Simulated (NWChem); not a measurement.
# TPSSh/def2-SVP (core potential) run of InSiH5 (SMILES [SiH3][InH2])

Aim: the vertical ionisation energy of InSiH5 at TPSSh/def2-SVP (core potential), from 2 runs. 

The calculation is run with NWChem 7.3.0.

1 further run of the same task is left out (it didn't finish).

### 1 The system as given

InSiH5 has 7 atoms, charge 0, and is taken as a singlet. As SMILES, `[SiH3][InH2]`. The shape is that of a PBE0-D4/def2-TZVP optimisation.

Bond lengths: Si1–In2 2.575 Å, Si1–H3 1.488 Å, Si1–H4 1.491 Å, Si1–H5 1.491 Å, In2–H6 1.729 Å, In2–H7 1.730 Å. Angles: Si1–In2–H6 122.1°, Si1–In2–H7 119.9°, In2–Si1–H3 113.2°, In2–Si1–H4 110.5°, In2–Si1–H5 110.1°, H6–In2–H7 118.0°, H3–Si1–H4 107.8°, H3–Si1–H5 107.7°, H4–Si1–H5 107.3°.

### 2 The energy at TPSSh/def2-SVP (core potential)

Input file sp.nw:

```
start sp
memory total 2200 mb

geometry units bohr noautosym nocenter noautoz
 Si  -1.26063630  -1.21225931  -1.21339314
 In   1.56998446   1.58283460   1.58831481
 H   -4.00603041  -0.70127736  -0.87607703
 H   -0.81636169  -3.93686644  -0.65365627
 H   -0.63872743  -0.80407847  -3.93063034
 H    0.33844995   3.89680424   3.53756731
 H    4.81332141   1.17503170   1.54787467
end

basis spherical bse
 * library def2-SVP
end

ecp bse
 In library def2-SVP
end

dft
 xc xctpssh
 grid lebedev 150 18
 convergence energy 1e-08
 iterations 100
 mulliken
 noprint "final vectors analysis"
end

task dft
```

Started as:

```
nwchem sp.nw > sp.out
```

Log:

```text
[...]
          Wavefunction type:  closed shell.
          No. of atoms     :     7
          No. of electrons :    40
[...]
          Charge           :     0
          Spin multiplicity:     1
[...]
          AO basis - number of functions:    69
[...]
              XC Information
              --------------
                  TPSS hybrid Method XC Functional
                     Hartree-Fock (Exact) Exchange  0.100
                  TPSS metaGGA Exchange Functional  0.900
             TPSS03 metaGGA Correlation Functional  1.000
[...]
 d= 0,ls=0.0,diis     1   -482.4331015733 -5.86D+02  1.08D-02  1.03D-01     3.4
[...]
 d= 0,ls=0.0,diis     7   -482.4569503595 -4.29D-09  1.13D-06  3.39D-09    20.7
         Total DFT energy =     -482.456950359504
      One electron energy =     -944.848672228053
           Coulomb energy =      398.337054374136
    Exchange-Corr. energy =      -39.397210762958
 Nuclear repulsion energy =      103.451878257371
[...]
      Total Density - Mulliken Population Analysis
     ---------------------------------------------
    Atom       Charge   Shell Charges
 -----------   ------   -------------------------------------------------------
    1 Si  14    13.88   2.00  1.98  1.04  0.27  5.93  1.30  1.24  0.11
    2 In  21    20.69  -0.60  2.60  1.00  0.26  2.79  3.22  1.11  0.27  9.60  0.44
    3 H    1     1.06   0.74  0.31  0.01
    4 H    1     1.07   0.74  0.31  0.01
    5 H    1     1.07   0.74  0.32  0.01
    6 H    1     1.12   0.68  0.43  0.01
    7 H    1     1.12   0.68  0.43  0.01
[...]
```

Wall time 21 s (1 thread of AMD EPYC 9R14 (Zen 4), shared host); peak memory 0.15 GiB.

### 3 The doublet cation, same level

Input file h5insi.nw:

```
start h5insi
memory 2200 mb
charge 1
geometry noautosym nocenter noautoz
   Si   -0.667100   -0.641500   -0.642100
   In    0.830800    0.837600    0.840500
   H    -2.119900   -0.371100   -0.463600
   H    -0.432000   -2.083300   -0.345900
   H    -0.338000   -0.425500   -2.080000
   H     0.179100    2.062100    1.872000
   H     2.547100    0.621800    0.819100
end
basis spherical bse
   * library def2-SVP
end
ecp bse
   In library def2-SVP
end
dft
   xc xctpssh
   mult 2
   grid lebedev 150 18
   convergence energy 1e-08
   iterations 100
   mulliken
   noprint "final vectors analysis"
end
task dft energy
```

Started as:

```
nwchem h5insi.nw > h5insi.out
```

Log:

```text
[...]
          Wavefunction type:  spin polarized.
          No. of atoms     :     7
          No. of electrons :    39
[...]
          Charge           :     1
          Spin multiplicity:     2
[...]
          AO basis - number of functions:    69
[...]
              XC Information
              --------------
                  TPSS hybrid Method XC Functional
                     Hartree-Fock (Exact) Exchange  0.100
                  TPSS metaGGA Exchange Functional  0.900
             TPSS03 metaGGA Correlation Functional  1.000
[...]
 d= 0,ls=0.0,diis     1   -482.0557456492 -5.86D+02  6.80D-03  1.51D-01     5.1
[...]
 d= 0,ls=0.0,diis    11   -482.1125193055 -3.74D-09  1.41D-06  1.47D-09    55.5
[...]
         Total DFT energy =     -482.112519305476
      One electron energy =     -935.472179867750
           Coulomb energy =      389.028389855719
    Exchange-Corr. energy =      -39.120614970175
 Nuclear repulsion energy =      103.451885676730
[...]
      Total Density - Mulliken Population Analysis
     ---------------------------------------------
    Atom       Charge   Shell Charges
 -----------   ------   -------------------------------------------------------
    1 Si  14    13.74   2.00  1.98  1.12  0.22  5.93  1.29  1.07  0.12
    2 In  21    20.45  -0.60  2.60  1.11  0.19  2.78  3.23  0.98  0.11  9.61  0.43
    3 H    1     0.95   0.72  0.22  0.01
    4 H    1     0.95   0.72  0.22  0.01
    5 H    1     0.95   0.72  0.22  0.01
    6 H    1     0.98   0.65  0.32  0.01
    7 H    1     0.98   0.65  0.32  0.01
[...]
      <S2> =      0.7547 (Exact =     0.7500)
[...]
```

Run time: 56 s. Hardware: 1 thread of AMD EPYC 9R14 (Zen 4), shared host; peak memory 0.15 GiB.

### 4 What came out

At TPSSh/def2-SVP (core potential):

| quantity | value |
| --- | --- |
| singlet InSiH5: total energy | -482.45695 Eh |
| singlet InSiH5: dipole moment | 0.14 D |
| doublet cation: total energy | -482.11252 Eh |
| doublet cation: ⟨S²⟩ | 0.755 |
| vertical ionisation energy (to the doublet cation) | 9.372 eV |

The vertical ionisation energy comes to 9.37 eV (216 kcal/mol). Mulliken charges (singlet InSiH5) run from -0.12 on H6 to +0.31 on In2; they depend strongly on the basis.
